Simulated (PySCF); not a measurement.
# IrN6H18 (+3): ligand-field states, part 3 of 3

PySCF 2.14.0. Atoms count from 0.

### Step 6. Ligand-field states: state-averaged CASSCF (axial bond length × 1.1)

Job settings and geometry (Å):

```
{"job": {"kind": "lf", "basis": {"metal": "x2c-TZVPall", "ligand": "x2c-SVPall"}, "nevpt": true, "reuse": true}, "charge": 3, "metal": "Ir", "open_shell": "d6"}
Ir     0.000000     0.000000     0.000000
N      0.000000     0.000000     2.321000
H      0.942357     0.000000     2.711337
H     -0.471179     0.816105     2.711337
H     -0.471179    -0.816105     2.711337
N      0.000000     0.000000    -2.321000
H     -0.942357     0.000000    -2.711337
H      0.471179     0.816105    -2.711337
H      0.471179    -0.816105    -2.711337
N      2.110000     0.000000     0.000000
H      2.500337     0.942357     0.000000
H      2.500337    -0.471179     0.816105
H      2.500337    -0.471179    -0.816105
N     -2.110000     0.000000     0.000000
H     -2.500337    -0.942357     0.000000
H     -2.500337     0.471179     0.816105
H     -2.500337     0.471179    -0.816105
N      0.000000     2.110000     0.000000
H      0.000000     2.500337     0.942357
H      0.816105     2.500337    -0.471179
H     -0.816105     2.500337    -0.471179
N     -0.000000    -2.110000     0.000000
H     -0.000000    -2.500337    -0.942357
H      0.816105    -2.500337     0.471179
H     -0.816105    -2.500337     0.471179
```

Method: state-averaged CASSCF of the metal d shell, SC-NEVPT2 on the averaged canonical orbitals, state-interaction spin-orbit coupling.

Log:

```text
basis functions 255, electrons 134, active (6e, 5o)
start from the orbitals of the previous structure
stage 1: DIIS on the effective Fock matrix, level shift 0.30
cycle   1  E = -18161.6904138417  dE = -1.816e+04  max|g| = 2.517e+01
cycle   2  E = -18162.5019876169  dE = -8.116e-01  max|g| = 1.800e-01
cycle   3  E = -18162.5354710889  dE = -3.348e-02  max|g| = 7.981e-02
cycle   4  E = -18162.5396091407  dE = -4.138e-03  max|g| = 3.597e-02
cycle   5  E = -18162.5403965023  dE = -7.874e-04  max|g| = 1.737e-02
cycle   6  E = -18162.5406088733  dE = -2.124e-04  max|g| = 7.254e-03
cycle   7  E = -18162.5406584909  dE = -4.962e-05  max|g| = 2.959e-03
cycle   8  E = -18162.5406697222  dE = -1.123e-05  max|g| = 1.571e-03
cycle   9  E = -18162.5406718457  dE = -2.124e-06  max|g| = 8.467e-04
cycle  10  E = -18162.5406722111  dE = -3.654e-07  max|g| = 4.556e-04
cycle  11  E = -18162.5406722932  dE = -8.212e-08  max|g| = 2.353e-04
cycle  12  E = -18162.5406723169  dE = -2.372e-08  max|g| = 1.211e-04
cycle  13  E = -18162.5406723232  dE = -6.294e-09  max|g| = 6.025e-05
cycle  14  E = -18162.5406723246  dE = -1.444e-09  max|g| = 2.967e-05
cycle  15  E = -18162.5406723250  dE = -3.383e-10  max|g| = 1.465e-05
cycle  16  E = -18162.5406723250  dE = -7.640e-11  max|g| = 7.103e-06
converged average energy = -18162.5406723250

 mult deg   label        CASSCF/cm-1   NEVPT2/cm-1
   1   1   1Ag                 0.0           0.0
   3   1   3Ag             18677.4       26576.7
   3   1   3Ag             18924.9       26862.8
   3   1   3Ag             23029.1       30061.4
   1   1   1Ag             25329.6       32618.5
   1   1   1Ag             25540.9       32869.3
   1   1   1Ag             31695.2       37554.9
   3   1   3Ag             29943.8       37976.4
   3   1   3Ag             34339.5       41786.9
   3   1   3Ag             34595.2       42073.3
   1   1   1Ag             35138.0       42611.5
   1   1   1Ag             43758.1       49969.7
   1   1   1Ag             43970.3       50206.8
   5   1   5Ag             40929.8       57078.0
   5   1   5Ag             41170.6       57275.5
   5   1   5Ag             41385.9       57463.9
   3   1   3Ag             45548.2       58815.0
   3   1   3Ag             52308.7       65224.4
   3   1   3Ag             52314.7       65351.1
   1   1   1Ag             54499.1       67289.1
   1   1   1Ag             55376.5       68158.8
   3   1   3Ag             56828.7       70149.5
   3   1   3Ag             56219.5       70253.2
   3   1   3Ag             56979.5       70370.9
   3   1   3Ag             57206.6       70832.5
   3   1   3Ag             57398.3       71017.6
   3   1   3Ag             59084.1       71732.2
   1   1   1Ag             59256.9       71844.1
   3   1   3Ag             59178.3       73252.6
   3   1   3Ag             60849.3       73347.3
   3   1   3Ag             60951.3       73579.3
   3   1   3Ag             59464.1       73633.1
   3   1   3Ag             59600.0       73779.2
   1   1   1Ag             63374.3       74644.3
   1   1   1Ag             63488.1       74808.2
   1   1   1Ag             62770.3       75647.1
   1   1   1Ag             63000.5       75911.9
   1   1   1Ag             66471.8       78477.3
   1   1   1Ag             68153.2       80357.8
   1   1   1Ag             68554.2       80544.9
   1   1   1Ag             69876.6       81220.8
   1   1   1Ag             69972.6       81391.3
   1   1   1Ag             70252.7       81637.5
   3   1   3Ag             72941.8       86257.4
   3   1   3Ag             75668.7       86568.7
   3   1   3Ag             75885.6       86836.1
   1   1   1Ag             77026.0       88739.3
   5   1   5Ag             68724.7       89271.9
   1   1   1Ag             80296.4       91985.6
   1   1   1Ag             83446.1       93395.7
   3   1   3Ag             84579.8       94546.7
   1   1   1Ag             85200.0       96002.6
   1   1   1Ag             85409.0       96257.4
   5   1   5Ag             79748.7      100347.1
   3   1   3Ag             82834.2      101341.5
   3   1   3Ag             86443.9      105208.6
   3   1   3Ag             86560.1      105353.6
   1   1   1Ag             91917.8      106548.8
   3   1   3Ag             88309.2      106695.7
   3   1   3Ag             88839.7      106828.5

spin-orbit levels / cm-1
      0.00  x1  1Ag 0.93
  24046.43  x1  3Ag 0.41 3Ag 0.38 3Ag 0.17
  25054.92  x1  3Ag 0.48 3Ag 0.44 1Ag 0.05
  25390.38  x1  3Ag 0.65 3Ag 0.20 1Ag 0.11
  25546.82  x1  3Ag 0.62 3Ag 0.22 1Ag 0.12
  30074.51  x1  3Ag 0.49 3Ag 0.47
  30305.15  x1  3Ag 0.46 3Ag 0.42 1Ag 0.04
  31967.86  x1  3Ag 0.55 3Ag 0.30 1Ag 0.10
  32026.91  x1  3Ag 0.52 3Ag 0.32 1Ag 0.10
  32802.97  x1  3Ag 0.80 3Ag 0.10 3Ag 0.08
  34820.28  x1  1Ag 0.64 3Ag 0.23 3Ag 0.05
  34987.20  x1  1Ag 0.65 3Ag 0.22 3Ag 0.06
  36306.62  x1  3Ag 0.56 3Ag 0.18 3Ag 0.17
  37529.44  x1  3Ag 0.69 3Ag 0.12 1Ag 0.09
  37579.71  x1  3Ag 0.69 3Ag 0.11 1Ag 0.10
  38179.87  x1  3Ag 0.34 3Ag 0.31 1Ag 0.28
  39063.37  x1  1Ag 0.90
  43064.25  x1  3Ag 0.34 3Ag 0.32 3Ag 0.25
  43859.62  x1  3Ag 0.76 3Ag 0.17
  44081.13  x1  3Ag 0.76 3Ag 0.16
  45207.59  x1  3Ag 0.51 3Ag 0.43
  45371.52  x1  3Ag 0.57 3Ag 0.36 1Ag 0.04
  45702.27  x1  1Ag 0.63 3Ag 0.27 3Ag 0.04
  51290.93  x1  1Ag 0.89
  51504.75  x1  1Ag 0.90
  55632.45  x1  5Ag 0.38 5Ag 0.28 5Ag 0.27
  55649.37  x1  5Ag 0.36 5Ag 0.29 5Ag 0.27
  55660.20  x1  5Ag 0.35 5Ag 0.29 5Ag 0.28
  58329.36  x1  5Ag 0.43 5Ag 0.39 5Ag 0.13
  58345.27  x1  5Ag 0.45 5Ag 0.29 5Ag 0.21
```

Wall time 45 s (1 thread of AMD EPYC 7R43, shared host); peak memory 0.74 GiB.

Warnings kept with the result: strongly covalent, metal-shell active space is small for this complex.

From this job:

| quantity | value |
| --- | --- |
| spin-orbit constant ζ | 3790 cm⁻¹ |

Powder susceptibility:

| T (K) | χT (cm³ K/mol) | μ(eff) |
| --- | --- | --- |
| 2 | 0.000 | 0.03 |
| 20 | 0.001 | 0.09 |
| 100 | 0.005 | 0.21 |
| 300 | 0.016 | 0.36 |

### Step 7. Ligand-field states: state-averaged CASSCF (axial bond length × 1.2)

Settings changed since step 6:

```diff
@@ -2,10 +2,10 @@
 Ir     0.000000     0.000000     0.000000
-N      0.000000     0.000000     2.321000
-H      0.942357     0.000000     2.711337
-H     -0.471179     0.816105     2.711337
-H     -0.471179    -0.816105     2.711337
-N      0.000000     0.000000    -2.321000
-H     -0.942357     0.000000    -2.711337
-H      0.471179     0.816105    -2.711337
-H      0.471179    -0.816105    -2.711337
+N      0.000000     0.000000     2.532000
+H      0.942357     0.000000     2.922337
+H     -0.471179     0.816105     2.922337
+H     -0.471179    -0.816105     2.922337
+N      0.000000     0.000000    -2.532000
+H     -0.942357     0.000000    -2.922337
+H      0.471179     0.816105    -2.922337
+H      0.471179    -0.816105    -2.922337
 N      2.110000     0.000000     0.000000
```

Method: state-averaged CASSCF of the metal d shell, SC-NEVPT2 on the averaged canonical orbitals, state-interaction spin-orbit coupling.

Log:

```text
basis functions 255, electrons 134, active (6e, 5o)
start from the orbitals of the previous structure
stage 1: DIIS on the effective Fock matrix, level shift 0.30
cycle   1  E = -18161.0759724998  dE = -1.816e+04  max|g| = 2.410e+01
cycle   2  E = -18162.4644748449  dE = -1.389e+00  max|g| = 2.991e-01
cycle   3  E = -18162.5425017934  dE = -7.803e-02  max|g| = 1.444e-01
cycle   4  E = -18162.5540047724  dE = -1.150e-02  max|g| = 6.747e-02
cycle   5  E = -18162.5564498094  dE = -2.445e-03  max|g| = 3.321e-02
cycle   6  E = -18162.5571267307  dE = -6.769e-04  max|g| = 1.393e-02
cycle   7  E = -18162.5572793751  dE = -1.526e-04  max|g| = 5.976e-03
cycle   8  E = -18162.5573138778  dE = -3.450e-05  max|g| = 3.042e-03
cycle   9  E = -18162.5573206006  dE = -6.723e-06  max|g| = 1.679e-03
cycle  10  E = -18162.5573220272  dE = -1.427e-06  max|g| = 9.136e-04
cycle  11  E = -18162.5573224105  dE = -3.833e-07  max|g| = 4.748e-04
cycle  12  E = -18162.5573225172  dE = -1.068e-07  max|g| = 2.439e-04
cycle  13  E = -18162.5573225434  dE = -2.616e-08  max|g| = 1.255e-04
cycle  14  E = -18162.5573225496  dE = -6.217e-09  max|g| = 6.293e-05
cycle  15  E = -18162.5573225511  dE = -1.524e-09  max|g| = 3.171e-05
cycle  16  E = -18162.5573225516  dE = -4.075e-10  max|g| = 1.558e-05
cycle  17  E = -18162.5573225517  dE = -1.055e-10  max|g| = 7.555e-06
converged average energy = -18162.5573225517

 mult deg   label        CASSCF/cm-1   NEVPT2/cm-1
   1   1   1Ag                 0.0           0.0
   3   1   3Ag             10011.8       17564.5
   3   1   3Ag             10281.0       17873.7
   3   1   3Ag             14296.0       20967.1
   1   1   1Ag             17734.0       24583.1
   1   1   1Ag             17969.0       24864.7
   1   1   1Ag             22206.8       27862.7
   3   1   3Ag             30170.6       38525.7
   3   1   3Ag             29185.3       41600.3
   3   1   3Ag             34682.7       42815.8
   1   1   1Ag             35293.7       42972.4
   3   1   3Ag             34968.4       43120.0
   5   1   5Ag             32945.1       48767.9
   5   1   5Ag             33129.5       48939.7
   3   1   3Ag             37856.6       48953.4
   5   1   5Ag             33370.4       49141.2
   3   1   3Ag             38047.7       49246.8
   1   1   1Ag             38804.7       50778.6
   1   1   1Ag             43456.0       51048.2
   1   1   1Ag             43694.0       51333.7
   1   1   1Ag             39914.9       51612.3
   1   1   1Ag             45211.8       56420.6
   1   1   1Ag             48260.0       58049.7
   1   1   1Ag             48449.4       58345.6
   3   1   3Ag             47509.0       60946.3
   3   1   3Ag             47744.5       61240.6
   3   1   3Ag             49682.3       62371.5
   3   1   3Ag             48891.3       62633.1
   3   1   3Ag             49901.5       62666.6
   3   1   3Ag             50598.7       63273.3
   3   1   3Ag             51149.1       64917.7
   3   1   3Ag             52153.8       65428.7
   3   1   3Ag             51982.5       65467.1
   3   1   3Ag             51695.3       65512.1
   3   1   3Ag             51838.6       65579.7
   1   1   1Ag             55823.4       67702.6
   1   1   1Ag             56048.0       68009.6
   1   1   1Ag             58669.2       70896.9
   1   1   1Ag             59457.9       71377.2
   1   1   1Ag             60959.0       71611.8
   1   1   1Ag             60089.3       71703.1
   1   1   1Ag             60274.1       71906.1
   1   1   1Ag             59760.3       71929.7
   5   1   5Ag             52413.6       72349.6
   1   1   1Ag             65310.9       75541.1
   3   1   3Ag             63782.8       77975.1
   1   1   1Ag             70738.9       84091.9
   3   1   3Ag             66566.5       84371.0
   3   1   3Ag             75553.2       87370.5
   3   1   3Ag             75803.7       87679.2
   3   1   3Ag             70596.6       88642.2
   3   1   3Ag             70704.4       88789.0
   3   1   3Ag             72875.6       90128.7
   3   1   3Ag             72781.0       90286.1
   1   1   1Ag             78395.0       90820.0
   3   1   3Ag             76235.6       91583.9
   5   1   5Ag             72090.6       92389.7
   1   1   1Ag             77958.2       94680.1
   1   1   1Ag             79164.6       95597.1
   1   1   1Ag             81992.0       95663.3

spin-orbit levels / cm-1
      0.00  x1  1Ag 0.90 3Ag 0.04 3Ag 0.04
  15266.15  x1  3Ag 0.41 3Ag 0.37 3Ag 0.18
  16357.24  x1  3Ag 0.47 3Ag 0.43 1Ag 0.06
  16642.38  x1  3Ag 0.65 3Ag 0.21 1Ag 0.09
  16815.13  x1  3Ag 0.62 3Ag 0.22 1Ag 0.10
  21577.93  x1  3Ag 0.49 3Ag 0.48
  21979.40  x1  3Ag 0.44 3Ag 0.40 1Ag 0.08
  23599.05  x1  3Ag 0.65 3Ag 0.28 1Ag 0.04
  23677.92  x1  3Ag 0.63 3Ag 0.30 1Ag 0.03
  24167.08  x1  3Ag 0.78 3Ag 0.10 3Ag 0.08
  27144.49  x1  1Ag 0.80 3Ag 0.11 3Ag 0.03
  27366.93  x1  1Ag 0.81 3Ag 0.11 3Ag 0.03
  29618.70  x1  1Ag 0.88 3Ag 0.03 3Ag 0.03
  36663.07  x1  3Ag 0.52 3Ag 0.16 3Ag 0.15
  37633.31  x1  3Ag 0.70 3Ag 0.14 5Ag 0.05
  37658.23  x1  3Ag 0.71 3Ag 0.13 5Ag 0.04
  38730.62  x1  3Ag 0.30 1Ag 0.29 3Ag 0.27
  41676.33  x1  3Ag 0.58 3Ag 0.13 1Ag 0.06
  43695.85  x1  3Ag 0.63 3Ag 0.15 3Ag 0.08
  43734.16  x1  3Ag 0.69 3Ag 0.11 3Ag 0.06
  43964.26  x1  3Ag 0.25 3Ag 0.20 3Ag 0.18
  44586.37  x1  3Ag 0.46 3Ag 0.24 5Ag 0.08
  44745.91  x1  3Ag 0.49 3Ag 0.18 3Ag 0.08
  45324.28  x1  3Ag 0.33 3Ag 0.27 5Ag 0.15
  45749.66  x1  1Ag 0.56 3Ag 0.15 3Ag 0.07
  46428.65  x1  3Ag 0.51 3Ag 0.42
  47999.56  x1  5Ag 0.29 5Ag 0.28 5Ag 0.25
  48005.34  x1  5Ag 0.36 5Ag 0.24 5Ag 0.22
  48539.58  x1  5Ag 0.21 5Ag 0.20 5Ag 0.20
  49914.98  x1  3Ag 0.35 1Ag 0.17 5Ag 0.17
```

It took 44 s on 1 thread of AMD EPYC 7R43, shared host; peak memory 0.73 GiB.

Warnings kept with the result: strongly covalent, metal-shell active space is small for this complex.

From this job:

| quantity | value |
| --- | --- |
| spin-orbit constant ζ | 3783 cm⁻¹ |

Powder susceptibility:

| T (K) | χT (cm³ K/mol) | μ(eff) |
| --- | --- | --- |
| 2 | 0.000 | 0.04 |
| 20 | 0.002 | 0.11 |
| 100 | 0.008 | 0.25 |
| 300 | 0.023 | 0.43 |

### Step 8. The runs side by side

From the NEVPT2 states (cm⁻¹; the spread is that of the fitted one-electron ligand-field levels):

| step | setting | ground state | next state | orbital spread | Racah B | ζ | μ(eff), 300 K |
| --- | --- | --- | --- | --- | --- | --- | --- |
| 2 | as given | 1Ag | 3Ag at 37624 | 44616 | 680 | 3784 | 0.31 |
| 4 | axial bond length × 0.95 | 1Ag | 3Ag at 37756 | 50815 | 672 | 3764 | 0.29 |
| 5 | axial bond length × 1.05 | 1Ag | 3Ag at 32082 | 44569 | 696 | 3790 | 0.34 |
| 6 | axial bond length × 1.1 | 1Ag | 3Ag at 26577 | 44948 | 706 | 3790 | 0.36 |
| 7 | axial bond length × 1.2 | 1Ag | 3Ag at 17564 | 45579 | 705 | 3783 | 0.43 |

### Step 9. Outcome

The summary covers parts 1 to 3.

| quantity | value |
| --- | --- |
| spin-orbit constant ζ (step 2, state-averaged CASSCF) | 3784 cm⁻¹ |
| ground multiplicity, μ(eff) at 300 K (step 2, 6 donors at 2.11 Å) | 1, 0.31 μB |
| ground multiplicity, μ(eff) at 300 K (step 4, 6 donors at 2.00 to 2.11 Å) | 1, 0.29 μB |
| ground multiplicity, μ(eff) at 300 K (step 5, 6 donors at 2.11 to 2.22 Å) | 1, 0.34 μB |
| ground multiplicity, μ(eff) at 300 K (step 6, 6 donors at 2.11 to 2.32 Å) | 1, 0.36 μB |
| ground multiplicity, μ(eff) at 300 K (step 7, 6 donors at 2.11 to 2.53 Å) | 1, 0.43 μB |

In words: In step 2, χT goes from 0.00 at 2 K to 0.01 cm³ K/mol at 300 K: the ground level is non-magnetic, and only a small temperature-independent term remains. Step 3 is set aside: its active space failed the test for the metal's shell. The spread of the ligand-field levels runs from 44569 cm⁻¹ (axial bond length × 1.05) to 50815 cm⁻¹ (axial bond length × 0.95); μ(eff) at 300 K: 0.29 to 0.43 μB. The bonding is strongly covalent, and an active space of the metal's shell alone is small for it, so these values are rough.
